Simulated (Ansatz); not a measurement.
# C₃H₉NSi: a ladder of functionals and wavefunction methods

The task here is to estimate one member of a computed series from the others.

The runs use Ansatz 0.2.0, Gaussian basis; functionals in def2-TZVPP, the program's frozen cores in correlated methods.

The runs, in order: LDA (SPW92), PBE-D4, revPBE-D4, BLYP-D4, r2SCAN-D4, B97M-V, PBE0-D4, B3LYP-D4, r2SCANh-D4, r2SCAN0-D4, HSE06-D4, BHLYP-D4, CAM-B3LYP-D4, LC-ωPBE, ωB97X-V, ωB97M-V, B2PLYP, PBE-QIDH; CCSD(T)/def2-SVP; CCSD(T)/def2-TZVPP; MP2/def2-QZVPP; extrapolation to the limit; RPA on PBE.

## The geometry

The geometry comes from an earlier relaxation with PBE0-D4 in a triple-zeta def2 set; it is a stationary point, not always the lowest conformer.

SMILES `CCC(=N)[SiH3]`, 14 atoms, charge 0, spin multiplicity 1.

Atoms are counted from 1 here; the program's logs count them from 0.

Bond lengths: C1–C2 1.524 Å, C1–H6 1.093 Å, C1–H7 1.092 Å, C1–H8 1.091 Å, C2–C3 1.504 Å, C2–H9 1.096 Å, C2–H10 1.097 Å, C3–N4 1.271 Å, C3–Si5 1.902 Å, N4–H11 1.026 Å, Si5–H12 1.490 Å, Si5–H13 1.488 Å, Si5–H14 1.480 Å. Angles: C2–C1–H6 111.5°, C2–C1–H7 111.1°, C2–C1–H8 110.8°, H6–C1–H7 107.7°, H6–C1–H8 107.4°, H7–C1–H8 108.1°, C1–C2–C3 112.8°, C1–C2–H9 110.6°, C1–C2–H10 109.1°, C3–C2–H9 108.9°, C3–C2–H10 108.2°, H9–C2–H10 107.0°, C2–C3–N4 125.2°, C2–C3–Si5 119.8°, N4–C3–Si5 115.0°, C3–N4–H11 111.0°, C3–Si5–H12 109.8°, C3–Si5–H13 109.8° and more.

The first run:

Input file in.yaml:

```yaml
crystal:
  periodic: [false, false, false]
  atoms:
    - {symbol: C, position_ang: [-0.789121, 0.348319, 1.469726]}
    - {symbol: C, position_ang: [0.374728, -0.477764, 0.935335]}
    - {symbol: C, position_ang: [0.334510, -0.643292, -0.559232]}
    - {symbol: N, position_ang: [0.331780, -1.756541, -1.172864]}
    - {symbol: Si, position_ang: [0.255041, 0.892279, -1.678578]}
    - {symbol: H, position_ang: [-0.792636, 1.356071, 1.045702]}
    - {symbol: H, position_ang: [-1.746526, -0.117814, 1.227031]}
    - {symbol: H, position_ang: [-0.725996, 0.450018, 2.554577]}
    - {symbol: H, position_ang: [0.390452, -1.469276, 1.402932]}
    - {symbol: H, position_ang: [1.317236, 0.017045, 1.199752]}
    - {symbol: H, position_ang: [0.354897, -2.540546, -0.510946]}
    - {symbol: H, position_ang: [1.054560, 1.996167, -1.076727]}
    - {symbol: H, position_ang: [-1.151876, 1.362957, -1.787414]}
    - {symbol: H, position_ang: [0.779853, 0.552979, -3.020396]}
basis:
  gaussian: {orbitals: def2-TZVPP}
hamiltonian: {xc: lda}
output: {orbitals: {seedname: orbitals}}
```

Started as:

```console
$ ansatz run in.yaml --threads 4 --pin off --events-out ev --progress --plain --max-ram 10444MiB
```

Among the steps run: LDA; PBE-D4 (GGA); revPBE-D4 (GGA); BLYP-D4 (GGA); r2SCAN-D4 (meta-GGA); B97M-V (meta-GGA); PBE0-D4 (hybrid); B3LYP-D4 (hybrid); r2SCANh-D4 (hybrid); r2SCAN0-D4 (hybrid); HSE06-D4 (hybrid); BHLYP-D4 (hybrid); CAM-B3LYP-D4 (range-separated); LC-ωPBE (range-separated); ωB97X-V (range-separated); ωB97M-V (range-separated); B2PLYP (double hybrid); PBE-QIDH (double hybrid).

One of the session's tables, all rows but one given; the rest of the session is left out.

It belongs to the step «Orbital energies across the functionals». 

| functional | HOMO (eV) | gap (eV) |
| --- | --- | --- |
| LDA (SPW92) | -5.88 | 3.95 |
| PBE-D4 | -5.80 | 4.08 |
| revPBE-D4 | -5.76 | 4.12 |
| BLYP-D4 | ? | ? |
| r2SCAN-D4 | -6.08 | 4.55 |
| B97M-V | -6.33 | 4.81 |
| PBE0-D4 | -7.23 | 6.59 |
| B3LYP-D4 | -7.01 | 6.14 |
| r2SCANh-D4 | -6.61 | 5.49 |
| r2SCAN0-D4 | -7.42 | 6.88 |
| HSE06-D4 | -6.83 | 5.80 |
| BHLYP-D4 | -8.59 | 9.14 |
| CAM-B3LYP-D4 | -8.63 | 9.20 |
| LC-ωPBE | -9.95 | 11.71 |
| ωB97X-V | -9.65 | 11.31 |
| ωB97M-V | -9.55 | 11.08 |

Q: Estimate the row for BLYP-D4 from the others.

Worked estimate for «HOMO (eV)». Against the share of exact exchange, B3LYP-D4 (0.2, -7.01), BHLYP-D4 (0.5, -8.59) give a slope of -5.27 per unit share; at 0 the line stands at -5.96.

**Answer.** HOMO (eV): -5.71; gap (eV): 4.14. In «HOMO (eV)» the line misses by -0.25.
